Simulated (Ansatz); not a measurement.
# B2H5NSi: the cost of one run

Computed with Ansatz 0.2.0, Gaussian basis. Level: the settings change from run to run.

## 1. The relaxed structure

An earlier PBE0-D4 in a triple-zeta def2 set relaxation fixed the geometry.

SMILES `BN1B[SiH2]1`, 9 atoms, charge 0, spin multiplicity 1.

Atoms are counted from 1 here; the program's logs count them from 0.

Bond lengths: B1–N2 1.423 Å, B1–H5 1.197 Å, B1–H6 1.198 Å, N2–B3 1.404 Å, N2–Si4 1.781 Å, B3–Si4 1.927 Å, B3–H7 1.187 Å, Si4–H8 1.483 Å, Si4–H9 1.483 Å. Angles: N2–B1–H5 119.9°, N2–B1–H6 118.7°, H5–B1–H6 121.4°, B1–N2–B3 137.6°, B1–N2–Si4 149.1°, B3–N2–Si4 73.4°, N2–B3–Si4 62.3°, N2–B3–H7 134.4°, Si4–B3–H7 163.2°, N2–Si4–B3 44.3°, N2–Si4–H8 114.3°, N2–Si4–H9 114.3°, B3–Si4–H8 124.4°, B3–Si4–H9 124.4°, H8–Si4–H9 111.2°.

## 2. PBE-QIDH/def2-SVPD

Options: atoms shaken by 0.03 Å, the search for lower states set to light.

File in.yaml:

```yaml
crystal:
  periodic: [false, false, false]
  atoms:
    - {symbol: B, position_ang: [-0.893260, 1.321998, 0.310094]}
    - {symbol: N, position_ang: [0.010981, 0.244588, 0.051526]}
    - {symbol: B, position_ang: [1.389652, 0.018313, -0.077159]}
    - {symbol: Si, position_ang: [0.244214, -1.500048, -0.276817]}
    - {symbol: H, position_ang: [-2.076139, 1.147004, 0.354411]}
    - {symbol: H, position_ang: [-0.381139, 2.369476, 0.485564]}
    - {symbol: H, position_ang: [2.381694, 0.768674, 0.017688]}
    - {symbol: H, position_ang: [-0.147690, -2.402286, 0.834532]}
    - {symbol: H, position_ang: [-0.351837, -1.964813, -1.607751]}
basis:
  gaussian: {orbitals: def2-SVPD}
hamiltonian: {xc: {name: PBE-QIDH}}
scf: {lower_state_search: light}
output: {forces: true}
```

Launch:

```
$ ansatz run in.yaml --threads 2 --pin off --events-out ev --progress --plain --max-ram 4352MiB
```

What time and memory should one allow on 2 threads of Arm Neoverse V2, shared host?

About 8 s, with a peak of 0.47 GiB.
